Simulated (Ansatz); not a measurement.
# SiGeH (quartet): B2PLYP, RPA-PBE over vertical spin and charge gaps, cc-pVDZ

Aim: run SiGeH (quartet) with these functionals over vertical spin and charge gaps, and hold them against the top wave-function level at the same points.

The runs use Ansatz 0.2.0, Gaussian basis; cc-pVDZ, all electrons in the functionals, frozen cores in the correlation of double hybrids and RPA.

Plan: B2PLYP, RPA-PBE, at charge 0, quartet; charge 0, doublet; charge 0, sextet; charge 1, triplet; charge 1, quintet.

## Step 1: What is computed

The geometry is a PBE0/def2-TZVP stationary point (not a proven minimum). No spin-orbit coupling is included. The filled d shell of Ge may be among the frozen orbitals whatever the setting's name suggests; the logs give the count.

3 atoms, charge 0, spin multiplicity 4.

Atoms are counted from 1 here; the program's logs count them from 0.

Bond lengths: Si1–Ge2 2.394 Å, Ge2–H3 1.592 Å. Angles: Si1–Ge2–H3 106.5°.

Coordinates:

```xyz
3
charge 0, multiplicity 4
Si    0.00000    0.04063    1.73720
Ge    0.00000   -0.03618   -0.65563
H     0.00000    1.47545   -1.15621
```

No dispersion term is added.

The geometry shown and the zero of energy belong to the point charge 0, quartet. The yardstick, UCCSDTQ, and other wave-function levels (R restricted, U unrestricted, valence and pair active spaces) come from earlier runs.

## Step 2: B2PLYP, charge 0, quartet

File in.yaml:

```yaml
crystal:
  periodic: [false, false, false]
  atoms:
    - {symbol: Si, position_ang: [0.000000, 0.040626, 1.737197]}
    - {symbol: Ge, position_ang: [0.000000, -0.036181, -0.655626]}
    - {symbol: H, position_ang: [0.000000, 1.475453, -1.156210]}
basis:
  gaussian: {orbitals: cc-pVDZ}
magnetization: {spin_polarized: true, initial_magnetization: 3}
hamiltonian: {xc: {name: B2PLYP}}
correlation: {electrons: outside_noble_gas}
```

Command:

```bash
ansatz run in.yaml --threads 1 --pin off --events-out ev --progress --plain --max-ram 4096MiB --backend cpu
```

After this run come: B2PLYP, charge 0, doublet; B2PLYP, charge 0, sextet; B2PLYP, charge 1, triplet; B2PLYP, charge 1, quintet; RPA-PBE, charge 0, quartet; RPA-PBE, charge 0, doublet; RPA-PBE, charge 0, sextet; RPA-PBE, charge 1, triplet; RPA-PBE, charge 1, quintet.

**Question.** What will the summary of the whole plan be? Wanted: quartet to doublet, UCCSDTQ; quartet to sextet, UCCSDTQ; ionisation to the triplet cation, UCCSDTQ; ionisation to the quintet cation, UCCSDTQ; largest miss, B2PLYP; largest miss, RPA-PBE.

As calculated:

| quantity | value |
| --- | --- |
| quartet to doublet, UCCSDTQ | -41.1 kJ/mol |
| quartet to sextet, UCCSDTQ | 261.3 kJ/mol |
| ionisation to the triplet cation, UCCSDTQ | 683.8 kJ/mol |
| ionisation to the quintet cation, UCCSDTQ | 890.0 kJ/mol |
| largest miss, B2PLYP | +29.7 kJ/mol (quartet to sextet) |
| largest miss, RPA-PBE | +25.4 kJ/mol (quartet to sextet) |

**Reading.** Of the functionals, RPA-PBE keep the smallest largest miss at the points compared (at most 25.4 kJ/mol) and B2PLYP strays most (29.7 kJ/mol, at quartet to sextet). Functionals and the yardstick converge differently with the basis, so part of each miss in cc-pVDZ is the basis.
